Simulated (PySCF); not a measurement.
# Cr2O: rigid scans about the minimum

How stiff is Cr2O (multiplicity-11) against rigid distortions? The scans start from its B3LYP minimum.

Computed with PySCF 2.14.0. Level: B3LYP, basis O def2-SVP, Cr def2-SVP, no relativity, density fitting.

### Step 1. Where the work starts

3 atoms, charge 0, spin multiplicity 11.

Bond lengths: O1–Cr2 1.791 Å, O1–Cr3 1.791 Å. Angles: Cr2–O1–Cr3 130.3°.

Coordinates in bohr (charge 0 multiplicity 11):
```
O     0.0310   -1.2321    0.0000
Cr   -0.0048    0.1897    3.0716
Cr   -0.0048    0.1897   -3.0716
```

### Step 2. Fields at the lowest minimum

The plane holds O1 at (0.00, 0.00), Cr2 at (1.79, 0.00), Cr3 at (-1.16, 1.37) Å. Columns run from x = -3.15 to 4.05 Å, rows from y = 3.75 (top) to -1.95 Å, in steps of 0.3 Å.

Density (cut at 5 e/Å³):

Ten steps from '0' (0.000 e/Å³) to '9' (5.000 e/Å³), finer at the low end (step k begins (100^(k/10) - 1)/99 of the way up):
```
0000000000000000000000000
0000000000000000000000000
0000000000000000000000000
0000001111100000000000000
0000012222110000000000000
0000135543210000000000000
0001369975311000000000000
0012599997321111111000000
0013699997422111221110000
0113699996443223333211000
0012468976665445775321000
0011235567997559998521000
0001123469999679999621000
0000012369999679999620000
0000001357997559998520000
0000001235665445775310000
0000000112333223333210000
0000000001111111121100000
0000000000000000111000000
0000000000000000000000000
```

ELF (0 where the density is under 0.005 e/Å³):

Ten even steps from '0' (0.00) to '9' (0.86):
```
0000002330000000000000000
0000224555500000000000000
0011124677653000000000000
0100012466663100000000000
0000001344553100000000000
1000003543333101234400000
1100038963222102356654000
2211385396211112456775300
3423695996112211235666420
4543587573145311234445420
4553358732888314655322220
4553222129999528998410011
3443111289119628329400001
0333112599119628328300001
0021113689999428998200000
0000002479998313565200010
0000000246775211233322110
0000000013343211234443200
0000000000011112345543200
0000000000000013455432000
```

Highest occupied orbital at -4.38 eV (sign arbitrary; one member if degenerate):

Ten even steps from '0' (-0.59 Å^-3/2) to '9' (0.91 Å^-3/2):
```
3333333333333333333333333
3333333333333333333333333
3333333333333333334444333
3333333333333333344444443
3333333333333333444444444
3333344332333334444444444
3333456422233344444444444
3333369422333344444444444
3332343243333444444444444
3322223964333444554444444
3332223554333444554444444
3332223443334433543344444
3333333333244320310234444
3333333333354320120234444
3333333333444433443444444
3333333333444444555444444
3333333333444444555444444
3333333333444444444444444
3333333333444444444444444
3333333333444444444444444
```

Along O1–Cr2 (1.791 Å) the density is least, 0.95 e/Å³, about 0.90 Å from O1; ELF there is 0.19.

Values on the line from O1 (at 0) through Cr2 (at 1.791 Å):

| distance (Å) | density (e/Å³) | ELF | electrostatic potential (V) | spin density (e/Å³) |
| --- | --- | --- | --- | --- |
| -0.63 | 1.7 | 0.834 | 13.1 | -0.083 |
| -0.45 | 3.68 | 0.793 | 43.2 | -0.181 |
| -0.27 | 7.16 | 0.226 | 149 | -0.357 |
| -0.09 | 149 | 0.982 | 834 | -0.401 |
| 0.18 | 16.8 | 0.166 | 306 | -0.482 |
| 0.36 | 5.23 | 0.608 | 80.4 | -0.316 |
| 0.54 | 2.66 | 0.831 | 26.7 | -0.108 |
| 0.72 | 1.37 | 0.67 | 13.5 | 0.00714 |
| 0.90 | 0.953 | 0.189 | 15.8 | 0.101 |
| 1.07 | 1.62 | 0.287 | 30 | 0.259 |
| 1.25 | 5.04 | 0.633 | 69.6 | 0.728 |
| 1.43 | 12.9 | 0.489 | 199 | 1.75 |
| 1.61 | 85.2 | 0.601 | 754 | 1.78 |
| 1.88 | 550 | 0.684 | 2.21e+03 | 0.394 |
| 2.06 | 20 | 0.136 | 366 | 2.68 |
| 2.24 | 9.36 | 0.74 | 114 | 1.39 |
| 2.42 | 2.85 | 0.597 | 45.6 | 0.438 |
| 2.60 | 0.747 | 0.224 | 23.1 | 0.127 |
| 2.78 | 0.202 | 0.0392 | 13.6 | 0.043 |

Making the fields took 0.7 s on 2 threads of Arm Neoverse V2, shared host.

### Step 3. Breathing scan

One driver script runs all scans and calls PySCF for each point, on a (75, 302) grid.

Launch:

```sh
$ OMP_NUM_THREADS=2 python axn.py task.json out
```

A rigid scan with B3LYP: all bonds to the central atom are scaled together. Each point starts from its neighbour's orbitals, and energies count from the minimum.

| scale of all bonds to the centre | energy (kJ/mol) | dipole size (D) | ⟨S²⟩ |
| --- | --- | --- | --- |
| 0.88 | 162.5 | 0.81 | 30.03 |
| 0.92 | 62.9 | 1.14 | 30.03 |
| 0.96 | 13.7 | 1.43 | 30.04 |
| 1.00 | 0.0 | 1.69 | 30.05 |
| 1.04 | 10.5 | 1.92 | 30.06 |
| 1.08 | 36.9 | 2.11 | 30.08 |
| 1.14 | 93.7 | 2.31 | 30.13 |
| 1.22 | 181.4 | 2.39 | 30.27 |
| 1.35 | 311.5 | 2.28 | 30.64 |

The scan took 14 s.

⟨S²⟩ grows along the scan: the determinant mixes in higher spin as the pair uncouples.

### Step 4. Stretching one bond

A rigid scan with B3LYP: the bond from O to the last atom (Cr) is scaled and the rest held.

| scale of one bond | energy (kJ/mol) | dipole size (D) | ⟨S²⟩ |
| --- | --- | --- | --- |
| 0.92 | 26.2 | 1.58 | 30.04 |
| 0.96 | 5.7 | 1.61 | 30.04 |
| 1.00 | 0.0 | 1.69 | 30.05 |
| 1.05 | 6.6 | 1.90 | 30.06 |
| 1.12 | 30.3 | 2.26 | 30.07 |
| 1.20 | 66.0 | 2.53 | 30.10 |
| 1.35 | 132.5 | 2.48 | 30.18 |
| 1.55 | 198.5 | 2.17 | 30.29 |
| 1.80 | 245.0 | 2.43 | 30.41 |
| 2.20 | 274.4 | 3.50 | 30.51 |

The scan took 16 s.

⟨S²⟩ grows along the scan: the determinant mixes in higher spin as the pair uncouples.

### Step 5. Bending curve

A rigid scan with B3LYP: the Cr–O–Cr angle changes, with bonds held.

| bond angle (°) | energy (kJ/mol) | dipole size (D) | ⟨S²⟩ |
| --- | --- | --- | --- |
| 80 | 142.0 | 3.94 | 30.06 |
| 90 | 64.6 | 3.48 | 30.06 |
| 100 | 27.4 | 3.02 | 30.06 |
| 110 | 9.6 | 2.57 | 30.05 |
| 120 | 2.0 | 2.14 | 30.05 |
| 130 | 0.0 | 1.71 | 30.05 |
| 140 | 1.2 | 1.27 | 30.04 |
| 150 | 4.5 | 0.85 | 30.04 |
| 160 | 9.1 | 0.46 | 30.04 |
| 170 | 13.3 | 0.16 | 30.03 |
| 180 | 15.2 | 0.00 | 30.02 |

The scan took 18 s.

### Step 6. Outcome

| quantity | value |
| --- | --- |
| all bonds 4 % longer | 10.5 kJ/mol |
| one bond 20 % longer | 66.0 kJ/mol |
| linear shape, bonds held | 15.2 kJ/mol |

Shortening all bonds by 4 % costs 13.7 kJ/mol and lengthening them 10.5: the wall is steeper on the short side. Held rigid otherwise, the linear shape costs 15 kJ/mol. Open d and f shells are described by one determinant, and the ground state may have another occupation or spin.
